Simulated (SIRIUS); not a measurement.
Runs of SIRIUS 7.10.0 on ZnO4. The structure is trigonal, space group P-3m1 (No. 164). Conventional cell: a = 3.060 Å, b = 3.060 Å, c = 7.939 Å, α = 90.00°, β = 90.00°, γ = 120.00°. Zn (site symmetry -3m) has 6 O at 2.01 Å as nearest neighbours. O (site symmetry 3m) has 3 Zn at 2.01 Å as nearest neighbours. Around O (site symmetry 3m) lie 3 O at 2.30 Å. The cell was built by a generator and needn't be a form met in nature.

| potentials or basis | cutoff (eV) | radial cutoff for the potentials' integrals | gap on the mesh (eV) | pressure (GPa) | largest force (eV/Å) |
| --- | --- | --- | --- | --- | --- |
| PseudoDojo 0.4.1 PBE standard (scalar relativistic) | 1152 | 6.5 bohr | none | -10.0 | 2.19 |
| PseudoDojo 0.5 PBE standard (scalar relativistic) | 1152 | 6.5 bohr | none | -10.0 | 2.19 |
| in-house norm-conserving set, PBE (scalar relativistic) | 1254 | 6.5 bohr | none | -9.9 | 2.19 |
| SPMS 1.0 PBE (norm-conserving) | 1152 | 6.5 bohr | none | -9.7 | 2.19 |
| GBRV 1.5 PBE (ultrasoft) | 557 | - | none | (a) | 2.18 |
| PseudoDojo 0.5 PBE stringent (scalar relativistic) | 1254 | 6.5 bohr | none | -10.0 | 2.19 |
| SG15 1.2 PBE (norm-conserving) | 1152 | 6.5 bohr | none | -10.0 | (b) |

Alike in all rows: task single point; level PBE; no spin polarisation; cell as given; k mesh 5 × 5 × 2; smearing fermi-dirac 0.05 eV; the mesh is coarse, so values aren't converged.

Problem. Fill in the values left out.

Solution. (a) -9.5; (b) 2.17.

Caveats: all runs use coarse meshes; forces of over 1 eV/Å show positions far from the minimum, so gaps and moduli don't describe the material at rest.

A gap of «none» marks a metal or a gap under the smearing width.
